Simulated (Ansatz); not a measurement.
## C₂H₉GeNS, SMILES C[N](C)[GeH2][SH]: a geometry optimisation

Computed with the Python package of Ansatz (0.2.0).

`opt_c2h9gens.py`
```python
import itertools

import ansatz as az
from ase.data import atomic_numbers, covalent_radii
import numpy as np

GEOMETRY = """
C    -1.35820    0.75500   -0.47690
N    -0.55810    0.17160    0.60480
C    -0.53880   -1.29050    0.49360
Ge    1.20040    0.82530    0.49120
S     2.12100    0.29550   -1.46230
H    -0.95440    0.47990   -1.47650
H    -1.37160    1.86190   -0.38310
H    -2.40990    0.40350   -0.40360
H    -1.56730   -1.69300    0.61500
H     0.08460   -1.72480    1.30430
H    -0.13760   -1.61970   -0.49020
H     2.05100    0.22260    1.63830
H     1.17970    2.36800    0.63960
H     2.25920   -1.05540   -1.09410
"""

geometry = az.Crystal.molecule()
for line in GEOMETRY.strip().splitlines():
    symbol, *xyz = line.split()
    geometry = geometry.atom(symbol, [float(v) for v in xyz])

calculation = geometry.calculation()
calculation = calculation.basis(gaussian="def2-SVP")
calculation = calculation.functional("b3lyp", dispersion="d4")
symbols = [site.symbol for site in geometry.cartesian_sites]
start = np.array([site.position_ang for site in geometry.cartesian_sites], dtype=float)
def progress(event):
    if event["event"] == "relax_step":
        row = event["data"]
        print(f"step {row['step']:3d}  E = {row['lagrangian_ev']:.6f} eV  largest force component {row['allowed_force_max_ev_ang']:.4f} eV/A")


rep = calculation.relax(force_tolerance=0.02).session().plan().execute(on_event=progress).report
end = np.array(rep["positions_ang"])

for key in ("converged", "free_energy_ev", "reference_energy_ev", "n_frozen", "n_occupied", "n_virtual"):
    print(f"{key:22s} {rep[key]}")

radius = [covalent_radii[atomic_numbers[s]] for s in symbols]
span = lambda where, i, j: np.linalg.norm(where[i] - where[j])
bonded = [(i, j) for i, j in itertools.combinations(range(len(symbols)), 2) if min(span(start, i, j), span(end, i, j)) < 1.2 * (radius[i] + radius[j])]
print("pair        before    after (A)")
for i, j in bonded:
    print(f"{symbols[i]}{i}-{symbols[j]}{j}".ljust(10), f"{span(start, i, j):8.4f} {span(end, i, j):8.4f}")
for first, second in list(itertools.combinations(bonded, 2)):
    shared = set(first) & set(second)
    if shared and symbols[(j := shared.pop())] != "H":
        i, k = sorted((set(first) | set(second)) - {j})
        u, v = end[i] - end[j], end[k] - end[j]
        angle = np.degrees(np.arccos(np.clip(u @ v / np.linalg.norm(u) / np.linalg.norm(v), -1, 1)))
        print(f"final angle {symbols[i]}{i}-{symbols[j]}{j}-{symbols[k]}{k}: {angle:.2f} deg")
with open("c2h9gens_opt.xyz", "w") as handle:
    handle.write(f"{len(symbols)}\nrelaxed C2H9GeNS\n")
    handle.writelines(f"{s:2s} {x:11.6f} {y:11.6f} {z:11.6f}\n" for s, (x, y, z) in zip(symbols, end))
```

```console
$ python opt_c2h9gens.py
step   1  E = -71053.922628 eV  largest force component 1.2148 eV/A
step   2  E = -71054.054981 eV  largest force component 0.5006 eV/A
step   3  E = -71054.090585 eV  largest force component 0.3783 eV/A
step   4  E = -71054.104412 eV  largest force component 0.1724 eV/A
step   5  E = -71054.109603 eV  largest force component 0.0932 eV/A
step   6  E = -71054.109601 eV  largest force component 0.0753 eV/A
step   7  E = -71054.111430 eV  largest force component 0.0756 eV/A
step   8  E = -71054.112835 eV  largest force component 0.0339 eV/A
step   9  E = -71054.113082 eV  largest force component 0.0118 eV/A
converged              True
free_energy_ev         -71054.11334884627
reference_energy_ev    -71053.57841605092
n_frozen               0
n_occupied             [38, 38]
n_virtual              [99, 99]
pair        before    after (A)
C0-N1        1.4665   1.4512
C0-H5        1.1126   1.1109
C0-H6        1.1109   1.1015
C0-H7        1.1113   1.1058
N1-C2        1.4664   1.4496
N1-Ge3       1.8795   1.8405
C2-H8        1.1111   1.1059
C2-H9        1.1111   1.1019
C2-H10       1.1123   1.1120
Ge3-S4       2.2236   2.2673
Ge3-H11      1.5500   1.5398
Ge3-H12      1.5500   1.5370
S4-H13       1.4070   1.3538
final angle N1-C0-H5: 113.41 deg
final angle N1-C0-H6: 110.64 deg
final angle N1-C0-H7: 110.18 deg
final angle C0-N1-C2: 113.52 deg
final angle C0-N1-Ge3: 117.88 deg
final angle H5-C0-H6: 107.65 deg
final angle H5-C0-H7: 107.36 deg
final angle H6-C0-H7: 107.36 deg
final angle C2-N1-Ge3: 118.25 deg
final angle N1-C2-H8: 110.34 deg
final angle N1-C2-H9: 110.68 deg
final angle N1-C2-H10: 113.47 deg
final angle N1-Ge3-S4: 114.06 deg
final angle N1-Ge3-H11: 106.74 deg
final angle N1-Ge3-H12: 107.86 deg
final angle H8-C2-H9: 107.28 deg
final angle H8-C2-H10: 107.02 deg
final angle H9-C2-H10: 107.78 deg
final angle S4-Ge3-H11: 109.78 deg
final angle S4-Ge3-H12: 104.33 deg
final angle Ge3-S4-H13: 94.26 deg
final angle H11-Ge3-H12: 114.26 deg
```

`c2h9gens_opt.xyz`, as written:
```text
14
relaxed C2H9GeNS
C    -1.388476    0.738488   -0.508507
N    -0.449721    0.112169    0.403859
C    -0.612730   -1.324668    0.505223
Ge    1.253179    0.804275    0.495573
S     2.481665    0.488325   -1.383709
H    -1.278616    0.395102   -1.559261
H    -1.266283    1.833205   -0.500378
H    -2.426709    0.520087   -0.196797
H    -1.635018   -1.572457    0.846670
H     0.089674   -1.745006    1.242931
H    -0.453011   -1.857528   -0.457651
H     1.945003    0.123347    1.690884
H     1.135075    2.331666    0.620536
H     2.605967   -0.847106   -1.199273
```

What to keep in mind:
- Total energies depend on the basis set; only differences at equal settings carry meaning.
- The end point is the stationary point reached from this start; no frequency run checks that it is a minimum, and the basis set is modest.
- Total less reference energy is the dispersion correction.
- b3lyp holds the VWN-RPA fit, as in Gaussian; the form of ORCA and Turbomole is b3lyp5.
- Timing: 100 s on 1 thread of Arm Neoverse V1, with other jobs on the host, peak memory 0.47 GiB.
